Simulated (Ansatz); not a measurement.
# InSb3 (Pm-3m) in Ansatz: notebook

The runs below take InSb3 through single point, with HSE06 form with a typed share of exact exchange.

Program: Ansatz 0.2.0. These are calculated values, not measurements. Logs are shortened: lines on timing, memory, paths and dates and some standing lists are left out, and cuts for length are marked.

## Step 1: Starting point

The structure is cubic, space group Pm-3m (No. 221). Conventional cell: a = 4.806 Å, b = 4.806 Å, c = 4.806 Å, α = 90.00°, β = 90.00°, γ = 90.00°. Sb (site symmetry 4/mmm) has 8 Sb at 3.40 Å and 4 In at 3.40 Å as nearest neighbours. In (site symmetry m-3m) has 12 Sb at 3.40 Å as nearest neighbours.

The cell comes from a database or a generator and needn't be the stable form of this composition.

## Step 2: Single point, HSE06 form with a typed share of exact exchange

Input file input:

```
crystal:
  lattice:
    - [4.806367, 0.0, 0.0]
    - [0.0, 4.806367, 0.0]
    - [0.0, 0.0, 4.806367]
  atoms:
    - { symbol: Sb, position: [0.5, 0.5, 0.0] }
    - { symbol: Sb, position: [0.0, 0.5, 0.5] }
    - { symbol: Sb, position: [0.5, 0.0, 0.5] }
    - { symbol: In, position: [0.0, 0.0, 0.0] }
hamiltonian:
  xc: { exchange: pbe, correlation: pbe, exx: { coeff: 0.2, omega: 0.2 } }
  pseudopotentials: { kind: paw }
kpoints:
  mp_grid: { grid: [3, 3, 3] }
scf:
  occupations: { method: fermi_dirac, width: 0.05 }
output:
  forces: true
  stress: true
  eigenvalues: true
  write_density: true
  write_potential: true
  elf: true
  volumetric_format: npy
```

Potentials or basis: Ansatz PAW.

Output:

```text
Warning: output.stress: scf.convergence.dr2_threshold = 1e-7 eV (the SCF's general default) is looser than the 4e-10 eV advised for a printed stress (1e-10 eV for each atom of the cell: 4). What an SCF threshold leaves in a stress goes as its square root, and in the free energy as the threshold itself, and one threshold admits the most on a small cell: of the crystals measured, under no hybrid functional and no lock of the moments, on runs that ended without the residual-converged pass, on stresses that held no estimate of that error, the worst erred by over 100 MPa in a component at 1e-7 eV an atom and by under 5 at 1e-10. Set scf.convergence.dr2_threshold to 4e-10 eV or tighter. The threshold is an SCF's pass mark: one that does not reach it within its budget of iterations ends unconverged, or closes short of it on a stop that the run arms, and scf.convergence.dr2_threshold's page says what that costs each kind of run
Warning: output.stress: scf.exx.energy_threshold = 1e-6 eV is looser than the 4e-8 eV advised for a stress under a hybrid functional (1e-8 eV for each atom of the cell: 4). Every SCF of the exchange loop can meet its threshold on dr2 while the loop round them stops early: no threshold on dr2 bounds what that leaves in the stress. Set scf.exx.energy_threshold to 4e-8 eV or tighter. The threshold is the loop's pass mark: a loop that does not reach it within its budget of cycles ends unconverged, and scf.exx.energy_threshold's page has the law
GPUs: using 1 of 1 available (devices: 1).
Engine: ansatz 0.2.0, x86_64-unknown-linux-gnu
Pseudopotentials: kind: paw
Pseudopotential: Sb, paw, valence charge 15, recommended cutoff 420 eV (normal), Sb.paw.azcp
Pseudopotential: In, paw, valence charge 13, recommended cutoff 420 eV (normal), In.paw.azcp
Functional definition: unnamed
  parameter a_1 = 0.2
  parameter omega_1 = 0.2/angstrom
  exchange = pbe_x + (-a_1)*pbe_x_sr(omega_1) + a_1*exact_x_sr(omega_1)
  correlation = pbe_c
device memory: the entry about to start is reckoned to put 1.2 GiB on a device that reports 67.4 GiB free (of which the cap on the GPU budget leaves the run 18.0 GiB)
GPU FFT provider: cuFFT
GPU libraries: cuBLAS 13.8.2, cuFFT 12.4.0, cuSOLVER 12.3.4
Crystal: 4 atoms, lattice volume = 111.033 Å³
Basis set: ecut = 420 eV, 2109 PW (Γ), exchange–correlation on 72×72×72 points (8 copies of the dense FFT grid, shifted against one another)
Bands: 35, of which v1, the nominal top of the filled ones, is band 29 counted from 1 (28 counted from 0)
Symmetry: 48 space group operations
Space group: Pm-3m (ITA 221), of the structure as read, at distance tolerance 4.8e-5 Å
k-points: 4 of 27
Non-local potential: Sb, projectors of the file, l = 0: 2, l = 1: 2, l = 2: 2, l = 3: 2
Non-local potential: In, projectors of the file, l = 0: 2, l = 1: 2, l = 2: 2, l = 3: 2
PAW form: soft (Blöchl's): semilocal exchange-correlation on the pseudo side does not see the compensation charge
PAW frozen core: Sb, regenerated for the run's functional, and the local potential with it (the file was generated under x = pbe(κ = 0.804, μ = 0.2195149727645171), c = pbe(β = 0.06672455060314922))
PAW frozen core: In, regenerated for the run's functional, and the local potential with it (the file was generated under x = pbe(κ = 0.804, μ = 0.2195149727645171), c = pbe(β = 0.06672455060314922))
PAW one-centre angular grid: Sb, 590 points (default); XC on 64 Gauss nodes
PAW one-centre angular grid: In, 590 points (default); XC on 64 Gauss nodes
Initial density: superposition of atomic densities (neutral atoms: chi_scale 0, normalization atom), corrected by the library's trained network
Initial wavefunctions: pseudopotential atomic-orbital guess
GPU buffer pool allocated for 46656 grid points (all kernels)
GPU transforms: local potential and band sums: pruned to the plane-wave sphere, on 36×36×36
Functional: x = pbe(κ = 0.804, μ = 0.2195149727645171), c = pbe(β = 0.06672455060314922), warm-up for x = pbe(κ = 0.804, μ = 0.2195149727645171) + 0.2 (exact − pbe) at short range (hse, ω = 0.2 Å⁻¹), c = pbe(β = 0.06672455060314922)
SCF iter   1: F=—  HF=-25050.749249 eV  |F-HF|=—  |Δ(HF+E_count)|=         —  Δρ=2.05e-3  dr2=8.43e-3  ethr=1.77e-3  ⟨swp⟩=6.5  Hψ=539  notcnv=0
preconditioner: auto → none  [insulator: Δε(μ)=0.618 eV  Ē_g=10.711 eV  σ=0.050 eV  W_gap=0.67  n_scr=26 (ndim 8)  ℏωp=18.6 eV  f_vac=0.000  D(μ)=3.95/eV (n_scr^D=26)]
SCF iter   2: F=—  HF=-25050.747635 eV  |F-HF|=—  |Δ(HF+E_count)|=   1.61e-3  Δρ=8.66e-4  dr2=8.61e-4  ethr=1.45e-5  ⟨swp⟩=4.2  Hψ=411  notcnv=0  defer=1
iter 3 solved again at ethr=4.25e-8 eV; its pass at ethr=1.48e-6 eV (dr2=2.46e-5 eV) is discarded
SCF iter   3: F=—  HF=-25050.747496 eV  |F-HF|=—  |Δ(HF+E_count)|=   1.38e-4  Δρ=1.62e-4  dr2=2.44e-5  ethr=4.25e-8  ⟨swp⟩=4.0  Hψ=648  notcnv=0
SCF iter   4: F=—  HF=-25050.747503 eV  |F-HF|=—  |Δ(HF+E_count)|=   6.92e-6  Δρ=3.85e-5  dr2=1.12e-6  ethr=4.20e-8  ⟨swp⟩=3.0  Hψ=292  notcnv=0
SCF iter   5: F=—  HF=-25050.747504 eV  |F-HF|=—  |Δ(HF+E_count)|=   7.69e-7  Δρ=1.47e-5  dr2=2.03e-7  ethr=1.93e-9  ⟨swp⟩=4.0  Hψ=377  notcnv=0
SCF iter   6: F=—  HF=-25050.747504 eV  |F-HF|=—  |Δ(HF+E_count)|=   2.81e-8  Δρ=2.51e-6  dr2=2.82e-9  ethr=3.50e-10  ⟨swp⟩=4.0  Hψ=306  notcnv=0
SCF iter   7: F=-25050.747504 eV  HF=-25050.747504 eV  |F-HF|=1.49e-10  |Δ(HF+E_count)|=   2.06e-9  Δρ=8.83e-7  dr2=4.20e-10  ethr=4.86e-12  ⟨swp⟩=4.5  Hψ=385  notcnv=0
SCF 1 converged in 7 iterations: F = -25050.747504 eV  dr2 = 4.20e-10
device memory: the entry about to start is reckoned to put 1.6 GiB on a device that reports 66.7 GiB free (of which the cap on the GPU budget leaves the run 18.0 GiB)
GPU FFT provider: cuFFT
GPU libraries: cuBLAS 13.8.2, cuFFT 12.4.0, cuSOLVER 12.3.4
Initial density: handed on by an earlier stage of this run
Initial wavefunctions: those handed on with the density
GPU buffer pool allocated for 46656 grid points (all kernels)
GPU transforms: local potential and band sums: pruned to the plane-wave sphere, on 36×36×36
Functional: x = pbe(κ = 0.804, μ = 0.2195149727645171) + 0.2 (exact − pbe) at short range (hse, ω = 0.2 Å⁻¹), c = pbe(β = 0.06672455060314922)
Exchange kernel: α = 0.2000, screened, ω = 0.2000 Å⁻¹, Wigner–Seitz truncation, v(0) = 1096.9599 eV·Å³, q-mesh 3×3×3, nearest image of the exchange supercell L = 14.42 Å, pair-density grid 24×24×24, without the augmentation charges, whose exchange is taken in its separable form by FFT convolution over the k-point mesh (sized by the pseudopotential files, 36×36×36 at the most), smooth part of the exact exchange by density-matrix convolution in up to 1.51 GiB of GPU memory as planned if the GPU has room (build and FFT work areas not counted)
Frozen-core exchange: fock
iter 1 solved again at ethr=1.61e-5 eV; its pass at ethr=1.00e-1 eV (dr2=9.35e-3 eV) is discarded
SCF iter   1: F=—  HF=-25063.839155 eV  |F-HF|=—  |Δ(HF+E_count)|=         —  Δρ=4.03e-3  dr2=9.47e-3  ethr=1.61e-5  ⟨swp⟩=4.8  Hψ=838  notcnv=0
preconditioner: auto → none  [insulator: Δε(μ)=0.673 eV  Ē_g=11.933 eV  σ=0.050 eV  W_gap=0.67  n_scr=26 (ndim 8)  ℏωp=18.6 eV  f_vac=0.000  D(μ)=3.95/eV (n_scr^D=26)]
SCF iter   2: F=—  HF=-25063.841135 eV  |F-HF|=—  |Δ(HF+E_count)|=   1.98e-3  Δρ=1.85e-3  dr2=2.07e-3  ethr=1.57e-5  ⟨swp⟩=3.8  Hψ=291  notcnv=0
SCF iter   3: F=—  HF=-25063.840782 eV  |F-HF|=—  |Δ(HF+E_count)|=   3.53e-4  Δρ=1.84e-4  dr2=7.45e-5  ethr=3.55e-6  ⟨swp⟩=2.5  Hψ=258  notcnv=0
SCF iter   4: F=-25063.840766 eV  HF=-25063.840768 eV  |F-HF|=2.35e-6  |Δ(HF+E_count)|=   1.33e-5  Δρ=5.37e-5  dr2=3.26e-6  ethr=1.19e-7  ⟨swp⟩=4.2  Hψ=369  notcnv=0
SCF 2 stopped early in 4 iterations: F = -25063.840766 eV  dr2 = 3.26e-6
hybrid outer 1: dexx = +4.372e-3 eV, tail = 4.52e-5 eV
GPU FFT provider: cuFFT
GPU libraries: cuBLAS 13.8.2, cuFFT 12.4.0, cuSOLVER 12.3.4
GPU buffer pool allocated for 46656 grid points (all kernels)
GPU transforms: local potential and band sums: pruned to the plane-wave sphere, on 36×36×36
Exchange kernel: α = 0.2000, screened, ω = 0.2000 Å⁻¹, Wigner–Seitz truncation, v(0) = 1096.9599 eV·Å³, q-mesh 3×3×3, nearest image of the exchange supercell L = 14.42 Å, pair-density grid 24×24×24, without the augmentation charges, whose exchange is taken in its separable form by FFT convolution over the k-point mesh (sized by the pseudopotential files, 36×36×36 at the most), smooth part of the exact exchange by density-matrix convolution in up to 1.51 GiB of GPU memory as planned if the GPU has room (build and FFT work areas not counted)
Frozen-core exchange: fock
SCF iter   1: F=—  HF=-25063.840387 eV  |F-HF|=—  |Δ(HF+E_count)|=         —  Δρ=3.69e-5  dr2=1.13e-6  ethr=3.90e-7  ⟨swp⟩=5.8  Hψ=337  notcnv=0
preconditioner: auto → none  [insulator: Δε(μ)=0.668 eV  Ē_g=11.908 eV  σ=0.050 eV  W_gap=0.67  n_scr=26 (ndim 8)  ℏωp=18.6 eV  f_vac=0.000  D(μ)=3.95/eV (n_scr^D=26)]
SCF iter   2: F=—  HF=-25063.840388 eV  |F-HF|=—  |Δ(HF+E_count)|=   8.50e-7  Δρ=1.79e-5  dr2=3.12e-7  ethr=1.87e-9  ⟨swp⟩=4.5  Hψ=419  notcnv=0
SCF iter   3: F=—  HF=-25063.840388 eV  |F-HF|=—  |Δ(HF+E_count)|=   6.76e-8  Δρ=4.97e-6  dr2=3.33e-8  ethr=5.34e-10  ⟨swp⟩=4.5  Hψ=301  notcnv=0
SCF iter   4: F=-25063.840388 eV  HF=-25063.840388 eV  |F-HF|=2.29e-9  |Δ(HF+E_count)|=   1.44e-8  Δρ=1.19e-6  dr2=2.60e-9  ethr=5.46e-11  ⟨swp⟩=4.8  Hψ=410  notcnv=0
SCF 3 converged in 4 iterations: F = -25063.840388 eV  dr2 = 2.60e-9
  Residual-converged pass: ⟨swp⟩=3.2  Hψ=284  notcnv=0  max |occ|·‖R‖ = 2.0e-6 eV (tolerance 2.4e-6 eV)  dr2=2.66e-9  dr2_onsite=4.48e-10  max |Δocc| = 9.9e-13
hybrid outer 2: dexx = +5.658e-7 eV, tail = 1.06e-8 eV, Δε = 3.21e-3 eV (about 8.13e-5 eV left of the loop's levels)
hybrid SCF converged: 2 outer / 8 inner (+7 warm-up), last move |dexx| = 5.66e-7 eV, tail = 1.06e-8 eV
Stability not checked: this state was not tested for a lower state beside it, because the functional holds exact exchange (a hybrid, or Hartree-Fock), whose exchange loop this test does not read (fock_operator; see scf.lower_state_search)
Free energy (F): -25063.840387 eV
Frozen-core exchange: fock
Harris-Foulkes:  -25063.840387 eV  (|F-HF|=2.29e-9)
Internal energy: -25063.812092 eV  (E = F + TS)
E sigma→0 (E₀):  -25063.826240 eV
Entropy (-TS):   -0.028295 eV (-7.074 meV/atom)
Fermi energy:    10.584893 eV
--- Per-component energies (eV) ---
  E_band       = -579.798038
  E_kinetic    = 857.141429
  E_local      = -5500.240823  (includes V_loc(G=0)·N_el)
  E_nonlocal   = 1449.406164
  E_hartree    = 2436.711787
  E_xc         = -529.067553
  E_vxc        = -326.578265  (∫ρ·V_xc dr)
  E_exx        = -122.971003  (= α·E_x^exact, valence–valence)
  E_paw        = -17869.135379  (= ΣΔE_a)
  E_vpaw       = -1687.011130  (= ΣTr[D̂ρ^β])
  E_aug_tail   = 0.000022  (compensation charges beyond the density's cutoff)
  E_ewald      = -5786.132290
  E_core_change = 0.475556  (= ΣΔE_core)
  E_smearing   = -0.028295  (= −TS)
  E_closure    = -0.000001  (closes the sum)
  Σ components = -25063.840387   (vs F -25063.840387, Δ=-3.64e-12)
--- Forces (eV/Å), atoms counted from 1 ---
  atom   1  Sb     0.00000000    -0.00000000     0.00000000
  atom   2  Sb     0.00000000     0.00000000    -0.00000000
  atom   3  Sb     0.00000000    -0.00000000    -0.00000000
  atom   4  In    -0.00000000     0.00000000     0.00000000
  max |Σ_I F_I| component: 1.13e-28 eV/Å
--- Stress (GPa, compression-positive) ---
       -2.014729       0.000000      -0.000000
        0.000000      -2.014729       0.000000
        0.000000       0.000000      -2.014729
  P = ⅓ Tr σ = -2.0147 GPa (-20.147 kbar)
--- Band table (eV) ---
  k-point 0: bands = ["-20.6912", "-20.6907", "-20.6907", "-20.6907", "-20.6317", "-20.6317", "-20.6147", "-20.6147", "-20.5984", "-20.5984", "-20.5984", "-20.5862", "-20.5862", "-20.5862", "-20.5583", "-5.4964", "-5.4964", "-5.4841", "-5.4841", "-5.4841", "-2.6565", "2.6001", "2.6001", "5.9440", "5.9440", "5.9440", "6.9216", "11.1940", "11.1940", "11.1940", "12.6828", "12.6828", "12.6828", "15.7900", "15.7900"]
  k-point 1: bands = ["-20.6892", "-20.6782", "-20.6651", "-20.6651", "-20.6434", "-20.6313", "-20.6141", "-20.6132", "-20.6132", "-20.6028", "-20.5999", "-20.5981", "-20.5981", "-20.5863", "-20.5698", "-5.4933", "-5.4933", "-5.4932", "-5.4854", "-5.4840", "-1.9379", "0.4576", "2.7310", "5.9901", "6.7797", "6.7797", "9.3700", "9.3700", "9.7864", "9.9514", "11.1383", "12.7431", "12.7431", "15.3621", "15.8797"]
  k-point 2: bands = ["-20.6721", "-20.6686", "-20.6600", "-20.6552", "-20.6513", "-20.6368", "-20.6284", "-20.6169", "-20.6081", "-20.6077", "-20.6017", "-20.6006", "-20.5933", "-20.5913", "-20.5749", "-5.5089", "-5.4928", "-5.4924", "-5.4869", "-5.4759", "-1.2208", "0.6444", "1.3600", "4.4173", "7.4560", "7.6067", "8.9373", "9.3087", "9.7620", "10.6196", "11.7683", "12.2102", "13.4036", "13.5014", "14.0319"]
  k-point 3: bands = ["-20.6751", "-20.6621", "-20.6621", "-20.6483", "-20.6483", "-20.6450", "-20.6314", "-20.6254", "-20.6254", "-20.6176", "-20.5920", "-20.5920", "-20.5853", "-20.5853", "-20.5707", "-5.5080", "-5.5059", "-5.5059", "-5.4735", "-5.4735", "-0.5387", "1.0423", "1.0423", "4.1715", "6.0507", "6.1389", "6.1389", "8.7414", "11.9044", "11.9044", "13.4245", "14.1487", "14.1487", "14.3112", "16.9628"]
```

Run time: 10 s. Hardware: 1 × NVIDIA H100 80GB HBM3 with 2 threads of AMD EPYC 7R13 (Zen 3), shared host; peak memory 1.8 GiB.

Results:

```
Free energy            : -25063.8404 eV
Pressure               : -2.0 GPa
Band gap on the k mesh : none (metal or under the smearing width)
```

Caveat: the k mesh is coarse (spacing up to 0.44 Å⁻¹), so the values aren't converged, least of all with exact exchange; the PAW data sets come from PBE, with cores solved anew for the run's functional, which leaves a small shift of forces and pressure; the thresholds are loose for stress.

(Continued in part 2 of 2.)
